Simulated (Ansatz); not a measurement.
**HfB: a trigonal deformation path**

The task here is to estimate one member of a computed series from the others.

Computed with Ansatz 0.2.0 (DFT PBE, scalar-relativistic, plane waves, PAW, unless a step's input says otherwise).

## Starting point

The structure is cubic, space group Fm-3m (No. 225). Conventional cell: a = 4.620 Å, b = 4.620 Å, c = 4.620 Å, α = 90.00°, β = 90.00°, γ = 90.00°. Hf (site symmetry m-3m) has 6 B at 2.31 Å in its first shell of neighbours. B (site symmetry m-3m) has 6 Hf at 2.31 Å in its first shell of neighbours.

Structure file:

```xyz
2
Lattice="0.0000 2.3100 2.3100 2.3100 0.0000 2.3100 2.3100 2.3100 0.0000" Properties=species:S:1:pos:R:3 pbc="T T T"
Hf    2.3100    2.3100    2.3100
B     0.0000    0.0000    0.0000
```

No relaxation comes first: the listed cell is the starting point.

## Zero of energy

Reference values: F = -15877.8162 eV; pressure 29.79 GPa; largest force 0.000 eV/Å; gap on the mesh none (metal). It was computed beforehand with the settings of the runs below.

The first run:

At fixed volume and fractional coordinates, lengths along (0.577, 0.577, 0.577) are scaled against those across it; ρ is that ratio over its starting value.

input.yaml

```yaml
crystal:
  lattice:
    - [-0.9701392084, 1.9402784168, 1.9402784168]
    - [1.9402784168, -0.9701392084, 1.9402784168]
    - [1.9402784168, 1.9402784168, -0.9701392084]
  atoms:
    - { symbol: Hf, position: [0.5, 0.5, 0.5] }
    - { symbol: B, position: [0.0, 0.0, 0.0] }
basis:
  ecutwfc: 420
kpoints:
  mp_grid: { grid: [20, 20, 20] }
hamiltonian:
  xc: pbe
scf:
  occupations: { method: gaussian, width: 0.15 }
output:
  forces: true
  stress: true
  eigenvalues: true
  write_density: true
  write_potential: true
  elf: true
  volumetric_format: npy
```

On the command line:

```
$ ansatz run input.yaml --threads 1 --pin off --max-ram 2560MiB --backend cpu --events-out ev --progress --plain --runs-dir out
```

Among the steps run: At ρ = 0.500; ρ = 2.000; At ρ = 0.710; Point ρ = 1.410; ρ = 0.600; ρ = 0.850; ρ = 1.200; Point ρ = 1.700; At ρ = 0.930; At ρ = 1.080.

One table of the session follows, with a row left open; its other results are not shown here.

It belongs to the step «The scan collected». Collected from the runs (energy zero: the undisturbed cell):

| ρ | ΔE (meV/atom) | pressure (GPa) |
| --- | --- | --- |
| 0.500 | 499.7 | 17.3 |
| 0.600 | 350.7 | 21.6 |
| 0.710 | 188.5 | 27.6 |
| 0.850 | 69.3 | 29.7 |
| 0.930 | 16.5 | 29.8 |
| 1.000 | 0.0 | 29.8 |
| 1.080 | 22.1 | 29.8 |
| 1.200 | ? | ? |
| 1.410 | 455.9 | 31.2 |
| 1.700 | 1007.1 | 33.9 |
| 2.000 | 1472.4 | 33.4 |

**Question.** Estimate the row for ρ = 1.200.

Worked estimate for «ΔE (meV/atom)». A straight line through the neighbours (1.080, 22.1) and (1.410, 455.9) gives 22.1 + (455.9 − 22.1) × (1.200 − 1.080) / (1.410 − 1.080) = 179.8; a parabola fitted to 4 rows on both sides gives 161.1.

**Answer.** ΔE (meV/atom): 127.7; pressure (GPa): 30.1. In «ΔE (meV/atom)» the line misses by +52.1 and the parabola by +33.4.
